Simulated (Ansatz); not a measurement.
Crystal: Ta3AsAu2O13.

```xyz
19
Lattice="5.8867 0.0000 0.0000 2.1999 5.9141 0.0000 1.8511 1.7387 7.5612" Properties=species:S:1:pos:R:3 pbc="T T T"
Ta    3.5277    1.3160    4.4372
Ta    8.4178    4.9827    5.7729
Ta    1.3628    1.9465    1.4293
As    2.4231    5.3064    0.2074
Au    3.4839    4.6592    2.8842
Au    6.1205    3.7050    4.3004
O     2.5978    3.8074    1.2502
O     5.5381    0.8840    0.8829
O     5.2555    7.1547    6.3269
O     8.6768    6.4960    6.9563
O     6.8740    5.5793    4.1349
O     3.0284    3.4459    4.4876
O     3.9928    5.7779    1.3008
O     5.2710    1.9508    4.6573
O     3.4494    3.9716    7.1031
O     2.8087    1.6387    2.7018
O     3.9884    5.7860    4.4874
O     6.7104    4.2028    6.1533
O     6.0937    3.0477    2.3580
```

The cell was built by a generator and needn't be a form met in nature.

```yaml
Program: Ansatz 0.2.0
Task: relaxation of cell and atoms
Functional: revPBE
Potentials_or_basis: Ansatz PAW
Cutoff: "420 eV (not typed: the program's choice for these potentials)"
k_mesh: 4 × 4 × 3
Occupations: fermi-dirac, width 0.05 eV
Spin: no spin polarisation
```

At the start: volume 13.85 Å³/atom.

Problem. Where does the relaxation end?

Solution. It ends after 14 steps and the volume is 14.36 Å³/atom (+3.6 %); space group P1 (No. 1, to 0.05 Å).

Step by step:
| step | energy change (eV) | largest force (eV/Å) | volume (Å³) |
| --- | --- | --- | --- |
| 1 | 0.0000 | 0.1560 | 263.24 |
| 2 | -0.0095 | 0.2702 | 271.27 |
| 3 | -0.0226 | 0.1667 | 269.87 |
| 4 | -0.0257 | 0.0950 | 270.21 |
| 5 | -0.0255 | 0.0600 | 270.71 |
| 6 | -0.0252 | 0.0333 | 271.05 |
| 7 | -0.0252 | 0.0098 | 271.09 |
| 8 | -0.0588 | 0.0100 | 271.09 |
| 9 | -0.0534 | 0.0442 | 272.95 |
| 10 | -0.0549 | 0.0173 | 272.66 |
| 11 | -0.0550 | 0.0069 | 272.65 |
| 12 | -0.0605 | 0.0069 | 272.65 |
| 13 | -0.0599 | 0.0068 | 272.84 |
| 14 | -0.0606 | 0.0067 | 272.84 |

Final structure:
```
CELL_PARAMETERS angstrom
5.99083 -0.03952 -0.02869
2.19906 5.98055 -0.01471
1.83531 1.74499 7.58667
ATOMIC_POSITIONS crystal
Ta 0.39877 0.04687 0.58770
Ta 0.96430 0.61205 0.76482
Ta 0.07053 0.27037 0.19072
As 0.07707 0.88620 0.02683
Au 0.21526 0.67608 0.38304
Au 0.68572 0.46571 0.56625
O 0.16884 0.59447 0.16513
O 0.86981 0.11029 0.11450
O 0.27354 0.96211 0.83723
O 0.88476 0.82528 0.91760
O 0.69644 0.78859 0.54394
O 0.16835 0.41116 0.59392
O 0.27702 0.92527 0.17455
O 0.63299 0.16019 0.61513
O 0.14124 0.39357 0.94126
O 0.29643 0.17128 0.36063
O 0.18510 0.80286 0.59520
O 0.70723 0.47820 0.81113
O 0.78657 0.41946 0.31040
```

Caveat: the plane-wave basis is chosen anew once the cell has moved, so the energies of steps on either side of that aren't comparable; the pressure holds a Pulay correction of +0.5 GPa for the finite cutoff; the PAW data sets come from PBE, with cores solved anew for the run's functional, which leaves a small shift of forces and pressure.
